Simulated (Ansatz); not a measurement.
# Li2Bi: the cost of one run

Program: Ansatz 0.2.0. Level of theory: DFT PBE, scalar-relativistic, plane waves, PAW. These are calculated values, not measurements.

1 further run of the same task is left out (it didn't finish).

**1. Starting point**

The structure is cubic, space group Fd-3m (No. 227). The conventional cell has a = 7.628 Å, b = 7.628 Å, c = 7.628 Å, α = 90.00°, β = 90.00°, γ = 90.00°. Around Li (site symmetry -3m) lie 6 Li at 2.70 Å. Bi (site symmetry -43m) has 12 Li at 3.16 Å and 4 Bi at 3.30 Å as nearest neighbours.

Structure file:

```
CELL_PARAMETERS angstrom
0.00000 3.81396 3.81396
3.81396 0.00000 3.81396
3.81396 3.81396 0.00000
ATOMIC_POSITIONS crystal
Li 0.62500 0.62500 0.62500
Li 0.12500 0.62500 0.62500
Li 0.62500 0.62500 0.12500
Li 0.62500 0.12500 0.62500
Bi 0.00000 0.00000 0.00000
Bi 0.25000 0.25000 0.25000
```

This is candidate A: cubic Laves (C15) type (Fd-3m, No. 227).

(A quick probe on a coarse mesh, which set the mesh and smearing, is not shown.)

**3. Coarse relaxation (candidate A)**

input.yaml

```yaml
crystal:
  lattice:
    - [0.0, 3.8139552711, 3.8139552711]
    - [3.8139552711, 0.0, 3.8139552711]
    - [3.8139552711, 3.8139552711, 0.0]
  atoms:
    - { symbol: Li, position: [0.625, 0.625, 0.625] }
    - { symbol: Li, position: [0.125, 0.625, 0.625] }
    - { symbol: Li, position: [0.625, 0.625, 0.125] }
    - { symbol: Li, position: [0.625, 0.125, 0.625] }
    - { symbol: Bi, position: [0.0, 0.0, 0.0] }
    - { symbol: Bi, position: [0.25, 0.25, 0.25] }
basis:
  ecutwfc: 420
kpoints:
  mp_grid: { grid: [4, 4, 4] }
hamiltonian:
  xc: pbe
scf:
  occupations: { method: gaussian, width: 0.1 }
  lower_state_search: "off"
output:
  forces: true
  stress: true
  eigenvalues: true
relax:
  adjacent_minimum: "off"
  f_tol: 0.04
  max_steps: 70
  cell: { stress_tol: 0.4 }
```

Command:

```bash
> ansatz run input.yaml --threads 1 --pin off --max-ram 2560MiB --backend cpu --events-out ev --progress --plain --runs-dir out
```

Q: Estimate wall time and peak memory on 1 thread of Intel Xeon 6975P-C (Granite Rapids), shared host.

About 4.5 s, with a peak of 0.43 GiB.
